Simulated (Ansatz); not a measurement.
# AlGaH (sextet): wave-function methods side by side, cc-pVDZ

Aim: climb from Hartree-Fock through coupled cluster for AlGaH (sextet) at one geometry and basis, and see what each rung misses.

Program: Ansatz 0.2.0, Gaussian basis. Level of theory: cc-pVDZ, core rule «outside noble gas», up to 19 orbitals frozen. These are calculated values, not measurements.

To be run: UHF; CCSD(T) on ROHF; CCSD(T) on UHF; BCCD(T) on ROHF; CISD as a restricted active space (open shells left free, so some higher excitations enter); CCSDT(Q) on ROHF; CCSDT(Q) on UHF; Full CI.

27 further runs of the same task are left out: 3 for a known fault of the program, 11 that didn't finish, 13 set aside as unsound or not needed. Runs told in other sessions of the task aren't counted.

## 1. The geometry

The geometry is a PBE0/def2-TZVP stationary point (not a proven minimum) of the parent state, kept for this charge and spin. No spin-orbit coupling is included. The filled d shell of Ga may be among the frozen orbitals whatever the setting's name suggests.

3 atoms, charge 0, spin multiplicity 6.

Atoms are counted from 1 here; the program's logs count them from 0.

Bond lengths: Al1–Ga2 2.308 Å, Ga2–H3 1.559 Å. Angles: Al1–Ga2–H3 180.0°.

## 2. UHF

Input file in.yaml:

```yaml
crystal:
  periodic: [false, false, false]
  atoms:
    - {symbol: Al, position_ang: [0.000000, 0.000000, 2.058500]}
    - {symbol: Ga, position_ang: [0.000000, 0.000000, -0.249900]}
    - {symbol: H, position_ang: [0.000000, 0.000000, -1.808600]}
basis:
  gaussian: {orbitals: cc-pVDZ}
magnetization: {spin_polarized: true, initial_magnetization: 5}
hamiltonian: {xc: hf}
output: {orbitals: {seedname: orbitals}}
```

The run is started by

```sh
$ ansatz run in.yaml --threads 1 --pin off --events-out ev --progress --plain --max-ram 2393MiB
```

Further steps of the session: CCSD(T) on ROHF; CCSD(T) on UHF; BCCD(T) on ROHF; CISD as a restricted active space (open shells left free, so some higher excitations enter); CCSDT(Q) on ROHF; CCSDT(Q) on UHF; Full CI.

Before running them: what should the planned runs give, taken together? Wanted: FCI from the RHF energy; RMP2 from FCI; UMP2 from FCI; RCCSD from FCI; RCCSD(T) from FCI; UCCSD(T) from FCI; RCCSDT(Q) from FCI; UCCSDT(Q) from FCI; T1 diagnostic.

**Answer**, as computed:

```
                         quantity                                                              value
          FCI from the ROHF energy                                                         -2.2688 eV
                    RMP2 from FCI                                                    +17.09 kcal/mol
                    UMP2 from FCI                                                    +16.40 kcal/mol
                   RCCSD from FCI                                                     +2.48 kcal/mol
                RCCSD(T) from FCI                                                     +0.75 kcal/mol
                UCCSD(T) from FCI                                                     +0.35 kcal/mol
               RCCSDT(Q) from FCI                                                     -0.06 kcal/mol
               UCCSDT(Q) from FCI                                                     -0.46 kcal/mol
levels within 1 kcal/mol (43 meV)  RCCSD(T), UCCSD(T), BCCD(T), RCCSDT, UCCSDT, RCCSDT(Q), UCCSDT(Q)
                    T1 diagnostic                                                              0.053
   effectively unpaired electrons                                                               5.03
```

In words: RCCSD(T) lands +0.75 kcal/mol from the yardstick (1.4 % of the correlation energy). UCCSDT, RCCSDT(Q), UCCSDT(Q) fall below full CI: unrestricted runs freeze a spin-polarised core, another one than full CI's, and coupled cluster isn't variational. The occupations are near whole numbers, but T1 = 0.053 shows that the orbitals relax strongly. These misses are within one basis, not against nature; the frozen cores of restricted and unrestricted runs differ, which can shift their rows.

Levels on UHF freeze UHF's core orbitals, full CI those of ROHF, so the U rows can settle a little off it for that reason alone.
